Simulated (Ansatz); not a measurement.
# H5CF: the cost of one run

Method: DFT PBE+D3(BJ), plane waves, PAW, scalar-relativistic, no spin polarisation, in Ansatz 0.2.0.

## 1. Starting point

The cell holds 28 atoms (C4H20F4): a = 7.960 Å, b = 7.960 Å, c = 7.960 Å, α = 90.00°, β = 90.00°, γ = 90.00°.

Structure file:

```xyz
28
Lattice="7.9602 0.0000 0.0000 0.0000 7.9602 0.0000 0.0000 0.0000 7.9602" Properties=species:S:1:pos:R:3 pbc="T T T"
F     8.2979    0.9521    0.7044
H     7.5116    1.1496    0.2407
F     5.0530    4.9914    6.4109
H     4.9925    5.0045    5.4790
F     7.1788    7.5562    2.9161
H     7.7123    7.1857    3.5870
F     0.7563    5.2447    5.4271
H     1.5463    4.9109    5.7969
C     2.0753    2.6277    7.2480
H     2.2111    3.3138    8.0836
H     1.9977    1.6080    7.6243
H     2.9285    2.7023    6.5744
H     1.1638    2.8867    6.7099
C     4.3717    1.2415    3.1664
H     5.2784    1.8344    3.0495
H     4.6387    0.1980    3.3308
H     3.7654    1.3236    2.2647
H     3.8042    1.6102    4.0204
C     5.1016    1.3144    6.8986
H     5.9340    0.6558    6.6522
H     4.1618    0.7847    6.7456
H     5.1317    2.1938    6.2559
H     5.1790    1.6233    7.9407
C     5.3362    6.2340    1.2875
H     5.2254    5.6285    2.1867
H     4.3518    6.5247    0.9218
H     5.8521    5.6557    0.5215
H     5.9155    7.1271    1.5202
```

## 2. Preparing the start

Input file input.yaml:

```yaml
accuracy: low
crystal:
  lattice:
    - [7.960219, 0.0, 0.0]
    - [0.0, 7.960219, 0.0]
    - [0.0, 0.0, 7.960219]
  atoms:
    - { symbol: F, position: [1.0424194, 0.1196103, 0.088484] }
    - { symbol: H, position: [0.9436457, 0.1444169, 0.0302404] }
    - { symbol: F, position: [0.6347802, 0.6270489, 0.8053615] }
    - { symbol: H, position: [0.6271843, 0.6286829, 0.6882993] }
    - { symbol: F, position: [0.9018321, 0.9492435, 0.3663286] }
    - { symbol: H, position: [0.9688548, 0.9026966, 0.4506214] }
    - { symbol: F, position: [0.0950105, 0.6588612, 0.681783] }
    - { symbol: H, position: [0.1942508, 0.6169332, 0.7282299] }
    - { symbol: C, position: [0.2607055, 0.3301019, 0.9105338] }
    - { symbol: H, position: [0.2777739, 0.4162935, 1.0155014] }
    - { symbol: H, position: [0.2509544, 0.2020027, 0.9577992] }
    - { symbol: H, position: [0.367888, 0.3394765, 0.8259018] }
    - { symbol: H, position: [0.1462057, 0.3626351, 0.8429326] }
    - { symbol: C, position: [0.5491933, 0.1559674, 0.3977728] }
    - { symbol: H, position: [0.6631036, 0.2304493, 0.3830955] }
    - { symbol: H, position: [0.5827403, 0.0248705, 0.4184299] }
    - { symbol: H, position: [0.4730252, 0.1662734, 0.2845] }
    - { symbol: H, position: [0.4779039, 0.2022766, 0.505066] }
    - { symbol: C, position: [0.6408905, 0.1651199, 0.8666352] }
    - { symbol: H, position: [0.745463, 0.0823842, 0.8356851] }
    - { symbol: H, position: [0.5228202, 0.0985741, 0.8474101] }
    - { symbol: H, position: [0.6446722, 0.2755983, 0.7858964] }
    - { symbol: H, position: [0.6506065, 0.2039231, 0.997549] }
    - { symbol: C, position: [0.6703596, 0.783144, 0.1617467] }
    - { symbol: H, position: [0.6564421, 0.7070737, 0.2746986] }
    - { symbol: H, position: [0.5466901, 0.8196627, 0.1158036] }
    - { symbol: H, position: [0.7351677, 0.7105017, 0.0655099] }
    - { symbol: H, position: [0.7431385, 0.895338, 0.1909746] }
basis:
  ecutwfc: 420.0
kpoints:
  mp_grid: { grid: [1, 1, 1] }
hamiltonian:
  xc: pbe
  dispersion: d3bj
scf:
  occupations: { method: fermi_dirac, width: 0.05 }
  lower_state_search: "off"
relax:
  f_tol: 0.3
  max_steps: 15
  adjacent_minimum: "off"
```

On the command line:

```console
ansatz run input.yaml --threads 1 --pin off --max-ram 3072MiB --backend cpu --events-out ev --progress --plain --runs-dir out
```

**Question.** How long does this run take on 1 thread of Arm Neoverse V1, shared host, and how much memory does it need?

About 45 s, with a peak of 0.43 GiB.
